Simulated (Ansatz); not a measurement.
This script drives Ansatz 0.2.0, Python API.

Script `geh5si.py`:
```python
import itertools

import ansatz as az
from ase import Atoms
from ase.data import atomic_numbers, covalent_radii
import numpy as np

BASIS_SET = 'def2-SVP'
FUNCTIONAL = 'pbe'
NET_CHARGE = 1

atoms = Atoms(['Si', 'Ge', 'H', 'H', 'H', 'H', 'H'], positions=[
    [-0.0382, -1.4529, -0.1868],
    [0.2724, 0.8722, -0.1066],
    [0.1347, -1.9954, 1.1106],
    [-1.4063, -1.6546, -0.5939],
    [0.0089, 1.4904, -1.5172],
    [-0.6818, 1.5224, 0.9354],
    [1.7714, 1.15, 0.3128],
])
geometry = az.Crystal.molecule_from_ase(atoms)

setup = (
    geometry.calculation()
    .basis(gaussian=BASIS_SET)
    .functional(FUNCTIONAL)
    .spin('collinear', total=1)
    .scf(lower_state_search='standard')
)
symbols = [site.symbol for site in geometry.cartesian_sites]
start = np.array([site.position_ang for site in geometry.cartesian_sites], dtype=float)
report = setup.relax(force_tolerance=0.01, max_steps=100).run(threads=1, backend='cpu').report
end = np.array(report['positions_ang'])

minimum = az.Crystal.molecule()
for symbol, place in zip(symbols, end):
    minimum = minimum.atom(symbol, place.tolist())
ion = (
    minimum.calculation()
    .basis(gaussian=BASIS_SET)
    .functional(FUNCTIONAL)
    .scf(lower_state_search='standard')
    .charge(NET_CHARGE)
)
vertical = ion.run(threads=1, backend='cpu').report
settled = ion.relax(force_tolerance=0.01, max_steps=80).run(threads=1, backend='cpu').report
print(f'vertical ionisation energy   {vertical["free_energy_ev"] - report["free_energy_ev"]:.3f} eV')
print(f'adiabatic, no zero point     {settled["free_energy_ev"] - report["free_energy_ev"]:.3f} eV')
print(f'relaxation energy of the ion {vertical["free_energy_ev"] - settled["free_energy_ev"]:.3f} eV')
ionised = np.array(settled['positions_ang'])
radius = [covalent_radii[atomic_numbers[s]] for s in symbols]
span = lambda where, i, j: np.linalg.norm(where[i] - where[j])
bonded = [(i, j) for i, j in itertools.combinations(range(len(symbols)), 2) if min(span(end, i, j), span(ionised, i, j)) < 1.2 * (radius[i] + radius[j])]
print('pair        before    after (A)')
for i, j in bonded:
    print(f'{symbols[i]}{i}-{symbols[j]}{j}'.ljust(10), f'{span(end, i, j):8.4f} {span(ionised, i, j):8.4f}')
for first, second in list(itertools.combinations(bonded, 2)):
    shared = set(first) & set(second)
    if shared and symbols[(j := shared.pop())] != 'H':
        i, k = sorted((set(first) | set(second)) - {j})
        u, v = ionised[i] - ionised[j], ionised[k] - ionised[j]
        angle = np.degrees(np.arccos(np.clip(u @ v / np.linalg.norm(u) / np.linalg.norm(v), -1, 1)))
        print(f'final angle {symbols[i]}{i}-{symbols[j]}{j}-{symbols[k]}{k}: {angle:.2f} deg')
```

It is started by `python geh5si.py`. Estimate its wall time and peak memory on 1 thread of Arm Neoverse V2, on a shared host.

It took about 31 s, with a peak of 0.23 GiB, for 3 runs of the engine.

```console
$ python geh5si.py
vertical ionisation energy   8.293 eV
adiabatic, no zero point     7.633 eV
relaxation energy of the ion 0.660 eV
pair        before    after (A)
Si0-Ge1      2.3868   2.4103
Si0-H2       1.5082   1.5013
Si0-H3       1.5082   1.5013
Ge1-H4       1.5513   1.5380
Ge1-H5       1.5567   1.5517
Ge1-H6       1.5514   1.5382
final angle Ge1-Si0-H2: 124.00 deg
final angle Ge1-Si0-H3: 124.13 deg
final angle Si0-Ge1-H4: 105.87 deg
final angle Si0-Ge1-H5: 98.46 deg
final angle Si0-Ge1-H6: 105.76 deg
final angle H2-Si0-H3: 111.76 deg
final angle H4-Ge1-H5: 113.49 deg
final angle H4-Ge1-H6: 117.36 deg
final angle H5-Ge1-H6: 113.39 deg
```

The settings weren't tested for convergence. The energies are electronic: no zero-point or thermal terms, and the basis set is short of its limit. The product may relax into another structure. Each relaxation finds its nearest minimum, which needn't be the lowest. The run takes the species as open-shell (spin multiplicity 2), which needn't be its ground state. Only the spin states typed were run; another state of an ion can lie lower, by up to an eV or two.
